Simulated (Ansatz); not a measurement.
# BaY (P-6m2) in Ansatz: convergence with wavefunction cutoff

Aim: find how far wavefunction cutoff must go before the results for BaY settle, at PBEsol. This setting moves, with any that are tied to it; all else stays.

All numbers are computed with Ansatz 0.2.0; they aren't measurements. Logs are shortened: lines on timing, memory, paths and dates and some standing lists are left out, and cuts for length are marked.

### Step 1. The structure

It takes space group P-6m2 (No. 187, hexagonal). Conventional cell: a = 3.817 Å, b = 3.817 Å, c = 6.019 Å, α = 90.00°, β = 90.00°, γ = 120.00°. Ba (site symmetry -6m2) is surrounded by 6 Y at 3.73 Å and 6 Ba at 3.82 Å. Around Y (site symmetry -6m2) lie 6 Ba at 3.73 Å and 6 Y at 3.82 Å.

The cell was built by a generator and needn't be a form met in nature.

### Step 2. With wavefunction cutoff 200 eV

input.yaml

```yaml
crystal:
  lattice:
    - [3.81690957, 0.0, 0.0]
    - [-1.90845479, 3.30554066, 0.0]
    - [0.0, 0.0, 6.01865371]
  atoms:
    - { symbol: Ba, position: [0.33333333, 0.66666667, 0.0] }
    - { symbol: "Y", position: [0.66666667, 0.33333333, 0.5] }
hamiltonian:
  xc: pbesol
  pseudopotentials: { kind: paw_fr }
magnetization:
  noncollinear: true
  spin_orbit: true
kpoints:
  mp_grid: { grid: [7, 7, 4] }
scf:
  occupations: { method: fermi_dirac, width: 0.1 }
output:
  forces: true
  stress: true
  eigenvalues: true
basis:
  ecutwfc: "200 eV"
```

Potentials or basis: Ansatz PAW.

The run is started by

```bash
$ ansatz run input.yaml --threads 2 --pin off --max-ram 5632MiB --backend cpu --events-out ev --progress --plain --runs-dir out
```

Wall time 2.5 s (2 threads of Intel Xeon Platinum 8488C (Sapphire Rapids), shared host); peak memory 0.48 GiB.

What came out:

- Free energy: -9661.3974 eV
- Pressure: 0.8 GPa
- Band gap on the k mesh: none (metal or under the smearing width)

### Step 3. With wavefunction cutoff 250 eV

Changes to input.yaml since step 2:

```diff
@@ -23,2 +23,2 @@
 basis:
-  ecutwfc: "200 eV"
+  ecutwfc: "250 eV"
```

Potentials or basis: Ansatz PAW.

The run is started by

```bash
$ ansatz run input.yaml --threads 2 --pin off --max-ram 5632MiB --backend cpu --events-out ev --progress --plain --runs-dir out
```

Wall time 3.4 s (2 threads of Intel Xeon Platinum 8488C (Sapphire Rapids), shared host); peak memory 0.51 GiB.

Results:

```yaml
Free_energy: -9662.4026 eV
Pressure: 0.8 GPa
Band_gap_on_the_k_mesh: none (metal or under the smearing width)
```

### Step 4. With wavefunction cutoff 300 eV

Changes to input.yaml since step 3:

```diff
@@ -23,2 +23,2 @@
 basis:
-  ecutwfc: "250 eV"
+  ecutwfc: "300 eV"
```

The run is started by

```bash
$ ansatz run input.yaml --threads 2 --pin off --max-ram 5632MiB --backend cpu --events-out ev --progress --plain --runs-dir out
```

Run time: 4.2 s. Hardware: 2 threads of Intel Xeon Platinum 8488C (Sapphire Rapids), shared host; peak memory 0.54 GiB.

What came out:

* Free energy: -9662.5650 eV
* Pressure: 0.7 GPa
* Band gap on the k mesh: none (metal or under the smearing width)

### Step 5. With wavefunction cutoff 350 eV

Changes to input.yaml since step 4:

```diff
@@ -23,2 +23,2 @@
 basis:
-  ecutwfc: "300 eV"
+  ecutwfc: "350 eV"
```

The run is started by

```bash
$ ansatz run input.yaml --threads 2 --pin off --max-ram 5632MiB --backend cpu --events-out ev --progress --plain --runs-dir out
```

Wall time 5.7 s (2 threads of Intel Xeon Platinum 8488C (Sapphire Rapids), shared host); peak memory 0.56 GiB.

What came out:

```
Free energy            : -9662.5833 eV
Pressure               : 0.7 GPa
Band gap on the k mesh : none (metal or under the smearing width)
```

### Step 6. With wavefunction cutoff 400 eV

Changes to input.yaml since step 5:

```diff
@@ -23,2 +23,2 @@
 basis:
-  ecutwfc: "350 eV"
+  ecutwfc: "400 eV"
```

Potentials or basis: Ansatz PAW.

The run is started by

```bash
$ ansatz run input.yaml --threads 2 --pin off --max-ram 5632MiB --backend cpu --events-out ev --progress --plain --runs-dir out
```

It took 6.8 s on 2 threads of Intel Xeon Platinum 8488C (Sapphire Rapids), shared host; peak memory 0.59 GiB.

The run converged. Its results:

```
Free energy            : -9662.5845 eV
Pressure               : 0.7 GPa
Band gap on the k mesh : none (metal or under the smearing width)
```

### Step 7. With wavefunction cutoff 450 eV

Changes to input.yaml since step 6:

```diff
@@ -23,2 +23,2 @@
 basis:
-  ecutwfc: "400 eV"
+  ecutwfc: "450 eV"
```

The run is started by

```bash
$ ansatz run input.yaml --threads 2 --pin off --max-ram 5632MiB --backend cpu --events-out ev --progress --plain --runs-dir out
```

It took 8.3 s on 2 threads of Intel Xeon Platinum 8488C (Sapphire Rapids), shared host; peak memory 0.63 GiB.

It converged, with:

* Free energy: -9662.5847 eV
* Pressure: 0.7 GPa
* Band gap on the k mesh: none (metal or under the smearing width)

### Step 8. With wavefunction cutoff 500 eV

Changes to input.yaml since step 7:

```diff
@@ -23,2 +23,2 @@
 basis:
-  ecutwfc: "450 eV"
+  ecutwfc: "500 eV"
```

The run is started by

```bash
$ ansatz run input.yaml --threads 2 --pin off --max-ram 5632MiB --backend cpu --events-out ev --progress --plain --runs-dir out
```

Wall time 7.2 s (2 threads of Intel Xeon Platinum 8488C (Sapphire Rapids), shared host); peak memory 0.67 GiB.

Results (log left out):

* Free energy: -9662.5848 eV
* Pressure: 0.7 GPa
* Band gap on the k mesh: none (metal or under the smearing width)

### Step 9. With wavefunction cutoff 600 eV

Changes to input.yaml since step 8:

```diff
@@ -23,2 +23,2 @@
 basis:
-  ecutwfc: "500 eV"
+  ecutwfc: "600 eV"
```

Potentials or basis: Ansatz PAW.

The run is started by

```bash
$ ansatz run input.yaml --threads 2 --pin off --max-ram 5632MiB --backend cpu --events-out ev --progress --plain --runs-dir out
```

Run time: 11 s. Hardware: 2 threads of Intel Xeon Platinum 8488C (Sapphire Rapids), shared host; peak memory 0.73 GiB.

The run converged. Its results:

```yaml
Free_energy: -9662.5849 eV
Pressure: 0.7 GPa
Band_gap_on_the_k_mesh: none (metal or under the smearing width)
```

### Step 10. With wavefunction cutoff 800 eV

Changes to input.yaml since step 9:

```diff
@@ -23,2 +23,2 @@
 basis:
-  ecutwfc: "600 eV"
+  ecutwfc: "800 eV"
```

Potentials or basis: Ansatz PAW.

The run is started by

```bash
$ ansatz run input.yaml --threads 2 --pin off --max-ram 5632MiB --backend cpu --events-out ev --progress --plain --runs-dir out
```

The log of the run:

```text
Warning: RAYON_NUM_THREADS=2 ignored (pool sized by the plan → 2); use --threads N
Engine: ansatz 0.2.0, x86_64-unknown-linux-gnu
Pseudopotentials: kind: paw_fr
Pseudopotential: Ba, paw_fr, valence charge 10, recommended cutoff 420 eV (normal), Ba.paw.azcp#standard-fr
Pseudopotential: Y, paw_fr, valence charge 11, recommended cutoff 420 eV (normal), Y.paw.azcp#standard-fr
Functional definition: PBEsol
  exchange = pbesol_x
  correlation = pbesol_c
non-collinear run that drives no moment, with spin-orbit: no starting moment large enough to seed its density (crystal.atoms[].spin), no starting occupations that ask for one, no magnetisation constraint and no magnetic field, so the semilocal B_xc is pinned to zero
Crystal: 2 atoms, lattice volume = 75.937 Å³
Basis set: ecut = 800 eV, 3909 PW (Γ), exchange–correlation on 72×72×120 points (8 copies of the dense FFT grid, shifted against one another)
Bands: 30, of which v1, the nominal top of the filled ones, is band 21 counted from 1 (20 counted from 0)
Symmetry: 12 space group operations + 12 with time reversal
Magnetic group: BNS 187.210 (UNI 1440), of the structure as read, at distance tolerance 4.2e-5 Å
k-points: 24 of 196 (time reversal used)
Projection manifold: j_resolved (fully-relativistic pseudo-atomic orbitals)
Non-local potential: Ba, projectors of the file, l = 0: 3, l = 1: 4, l = 2: 4, l = 3: 4
Non-local potential: Y, projectors of the file, l = 0: 3, l = 1: 4, l = 2: 4, l = 3: 2
PAW form: soft (Blöchl's): semilocal exchange-correlation on the pseudo side does not see the compensation charge
PAW frozen core: Ba, regenerated for the run's functional, and the local potential with it (the file was generated under x = pbe(κ = 0.804, μ = 0.2195149727645171), c = pbe(β = 0.06672455060314922))
PAW frozen core: Y, regenerated for the run's functional, and the local potential with it (the file was generated under x = pbe(κ = 0.804, μ = 0.2195149727645171), c = pbe(β = 0.06672455060314922))
PAW one-centre angular grid: Ba, 194 points (default); XC on 64 Gauss nodes
PAW one-centre angular grid: Y, 590 points (default); XC on 64 Gauss nodes
Initial density: superposition of atomic densities (chi_scale 0.1, normalization cell, long waves kept (reshape's long-wave potential 0.00 eV rms))
Initial wavefunctions: pseudopotential atomic-orbital guess
Functional: x = pbesol(κ = 0.804, μ = 0.12345679012345678), c = pbesol(β = 0.046)
SCF iter   1: F=—  HF=-9663.276435 eV  |F-HF|=—  |Δ(HF+E_count)|=         —  Δρ=2.89e-2  dr2=3.93e0  dr2_m=0.00e0 (ungated)  ethr=3.10e-3  |M|=0.00e0 ∫|m|=0.00e0 μB  |m|>n=0.0e0 m-floor=0.0e0 τ_xc=0.0e0  β_m=0.30  ⟨swp⟩=10.8  Hψ=4943  notcnv=0
preconditioner: auto → Kerker (q_TF=auto, 2.202 Å⁻¹)  [metal: Δε(μ)=0.011 eV  Ē_g=2.489 eV  σ=0.100 eV  W_gap=0.03  n_scr=22 (ndim 8)  ℏωp=9.5 eV  f_vac=0.000  D(μ)=2.57/eV (n_scr^D=22)]
spin=Noncollinear: Kerker preconditioning applied to the charge; magnetization (m_x, m_y, m_z) channels mix plain (no charge-response kernel on spin).
SCF iter   2: F=—  HF=-9662.894529 eV  |F-HF|=—  |Δ(HF+E_count)|=   3.82e-1  Δρ=2.02e-2  dr2=1.87e0  dr2_m=0.00e0 (ungated)  ethr=3.10e-3  |M|=0.00e0 ∫|m|=0.00e0 μB  |m|>n=0.0e0 m-floor=0.0e0 τ_xc=0.0e0  β_m=0.63  ⟨swp⟩=2.7  Hψ=1112  notcnv=0
SCF iter   3: F=—  HF=-9662.590251 eV  |F-HF|=—  |Δ(HF+E_count)|=   3.04e-1  Δρ=4.06e-3  dr2=4.33e-2  dr2_m=0.00e0 (ungated)  ethr=3.10e-3  |M|=0.00e0 ∫|m|=0.00e0 μB  |m|>n=0.0e0 m-floor=0.0e0 τ_xc=0.0e0  β_m=0.82  ⟨swp⟩=4.4  Hψ=1619  notcnv=0
SCF iter   4: F=—  HF=-9662.586628 eV  |F-HF|=—  |Δ(HF+E_count)|=   3.62e-3  Δρ=1.79e-3  dr2=1.07e-2  dr2_m=0.00e0 (ungated)  ethr=2.06e-4  |M|=0.00e0 ∫|m|=0.00e0 μB  |m|>n=0.0e0 m-floor=0.0e0 τ_xc=0.0e0  β_m=0.89  ⟨swp⟩=3.0  Hψ=1220  notcnv=0  defer=1
SCF iter   5: F=—  HF=-9662.584968 eV  |F-HF|=—  |Δ(HF+E_count)|=   1.66e-3  Δρ=5.29e-4  dr2=8.73e-4  dr2_m=0.00e0 (ungated)  ethr=5.08e-5  |M|=0.00e0 ∫|m|=0.00e0 μB  |m|>n=0.0e0 m-floor=0.0e0 τ_xc=0.0e0  β_m=0.94  ⟨swp⟩=1.5  Hψ=755  notcnv=0
SCF iter   6: F=—  HF=-9662.584843 eV  |F-HF|=—  |Δ(HF+E_count)|=   1.25e-4  Δρ=6.15e-5  dr2=7.43e-6  dr2_m=0.00e0 (ungated)  ethr=4.16e-6  |M|=0.00e0 ∫|m|=0.00e0 μB  |m|>n=0.0e0 m-floor=0.0e0 τ_xc=0.0e0  β_m=0.97  ⟨swp⟩=1.8  Hψ=810  notcnv=0
SCF iter   7: F=—  HF=-9662.584877 eV  |F-HF|=—  |Δ(HF+E_count)|=   3.49e-5  Δρ=1.17e-5  dr2=2.06e-7  dr2_m=0.00e0 (ungated)  ethr=3.54e-8  |M|=0.00e0 ∫|m|=0.00e0 μB  |m|>n=0.0e0 m-floor=0.0e0 τ_xc=0.0e0  β_m=0.99  ⟨swp⟩=2.4  Hψ=1037  notcnv=0
SCF iter   8: F=-9662.584877 eV  HF=-9662.584877 eV  |F-HF|=6.35e-9  |Δ(HF+E_count)|=   1.01e-8  Δρ=2.37e-6  dr2=1.01e-8  dr2_m=0.00e0 (ungated)  ethr=4.76e-10  |M|=0.00e0 ∫|m|=0.00e0 μB  |m|>n=0.0e0 m-floor=0.0e0 τ_xc=0.0e0  ⟨swp⟩=7.8  Hψ=3223  notcnv=0
SCF 1 converged in 8 iterations: F = -9662.584877 eV  dr2 = 1.01e-8
SCF converged after 8 iterations
Magnetization: |M| = 0.0000 μB,  M = (+0.0000, +0.0000, +0.0000) μB
Absolute magnetization: 0.0000 μB (∫|m|)
  site 0: m = (+0.0000, +0.0000, +0.0000) μB, |m| = 0.0000 μB  (R = 1.54 Å)
  site 1: m = (+0.0000, +0.0000, +0.0000) μB, |m| = 0.0000 μB  (R = 1.54 Å)
Free energy (F): -9662.584877 eV
Harris-Foulkes:  -9662.584877 eV  (|F-HF|=6.35e-9)
Internal energy: -9662.478364 eV  (E = F + TS)
E sigma→0 (E₀):  -9662.531620 eV
Entropy (-TS):   -0.106514 eV (-53.257 meV/atom)
Fermi energy:    9.119449 eV
--- Per-component energies (eV) ---
  E_band       = -172.298896
  E_kinetic    = 473.471977
  E_local      = -918.011037  (includes V_loc(G=0)·N_el)
  E_nonlocal   = 110.852124
  E_hartree    = 293.026154
  E_xc         = -337.602666
  E_vxc        = -332.610865  (∫ρ·V_xc dr)
  E_paw        = -7919.304344  (= ΣΔE_a)
  E_vpaw       = -92.055175  (= ΣTr[D̂ρ^β])
  E_aug_tail   = 0.000000  (compensation charges beyond the density's cutoff)
  E_ewald      = -1365.212206
  E_core_change = 0.301634  (= ΣΔE_core)
  E_smearing   = -0.106514  (= −TS)
  E_closure    = -0.000000  (closes the sum)
  Σ components = -9662.584877   (vs F -9662.584877, Δ=0.00e0)
--- Forces (eV/Å), atoms counted from 1 ---
  atom   1  Ba     0.00000000    -0.00000000     0.00000000
  atom   2  Y      0.00000000     0.00000000    -0.00000000
  max |Σ_I F_I| component: 1.10e-17 eV/Å
--- Stress (GPa, compression-positive) ---
        0.133817       0.000000       0.000000
       -0.000000       0.133817      -0.000000
        0.000000      -0.000000       1.910355
  P = ⅓ Tr σ = 0.7260 GPa (7.260 kbar)
--- Band table (eV; the first three rows and the last of 24) ---
  k-point 0: bands = ["-33.8741", "-33.8741", "-18.8038", "-18.8038", "-14.8142", "-14.8142", "-13.4210", "-13.4210", "-13.2651", "-13.2651", "-5.1445", "-5.1445", "-3.2205", "-3.2205", "-2.7180", "-2.7180", "5.3277", "5.3277", "7.8642", "7.8642", "10.7066", "10.7066", "10.7719", "10.7719", "11.1271", "11.1271", "11.1582", "11.1582", "11.6744", "11.6744"]
  k-point 1: bands = ["-33.8740", "-33.8740", "-18.8061", "-18.8061", "-14.8110", "-14.8110", "-13.4156", "-13.4156", "-13.2650", "-13.2650", "-5.1627", "-5.1627", "-3.2495", "-3.2495", "-2.7187", "-2.7187", "5.7641", "5.7641", "7.8192", "7.8192", "10.4992", "10.4992", "10.6124", "10.6228", "10.6773", "10.6773", "10.8537", "10.8537", "11.2567", "11.2968"]
  k-point 2: bands = ["-33.8740", "-33.8740", "-18.8085", "-18.8085", "-14.8078", "-14.8078", "-13.4101", "-13.4101", "-13.2649", "-13.2649", "-5.1812", "-5.1812", "-3.2774", "-3.2774", "-2.7193", "-2.7193", "6.4655", "6.4655", "7.4783", "7.4783", "10.1588", "10.1588", "10.3585", "10.3585", "10.5872", "10.5872", "10.6482", "10.6482", "11.0132", "11.0132"]
  k-point 23: bands = ["-33.8535", "-33.8535", "-18.6011", "-18.6011", "-14.8875", "-14.8851", "-13.4663", "-13.4659", "-13.4236", "-13.4202", "-5.5856", "-5.5847", "-3.8038", "-3.7992", "-3.3965", "-3.3914", "8.1087", "8.1345", "8.9697", "9.0050", "9.0244", "9.0315", "9.5983", "9.6248", "9.8390", "9.9124", "10.6412", "10.8171", "11.8905", "11.9385"]
```

It took 19 s on 2 threads of Intel Xeon Platinum 8488C (Sapphire Rapids), shared host; peak memory 0.88 GiB.

Results:

| Quantity | Value |
| --- | --- |
| Free energy | -9662.5849 eV |
| Pressure | 0.7 GPa |
| Band gap on the k mesh | none (metal or under the smearing width) |

### Step 11. Result

```tsv
wavefunction cutoff	energy less the tightest run, at zero smearing (meV/atom)	pressure (GPa)	SCF cycles	CPU time (s)	peak memory (GiB)
200 eV	593.45	0.85	8	4.6	0.48
250 eV	91.08	0.80	8	6.4	0.51
300 eV	9.89	0.73	8	8	0.54
350 eV	0.79	0.73	8	11	0.56
400 eV	0.17	0.73	8	13	0.59
450 eV	0.09	0.73	8	16	0.63
500 eV	0.04	0.73	8	14	0.67
600 eV	0.01	0.73	8	21	0.73
800 eV	0.00	0.73	8	36	0.88
```

Against the tightest run, the energy stays within 1 meV/atom from 350 eV on; the pressure stays within 0.1 GPa from 250 eV on. The tightest run that finished is the yardstick and may itself not be fully converged.

Caveats: the PAW data sets come from PBE, with cores solved anew for the run's functional, which leaves a small shift of forces and pressure.
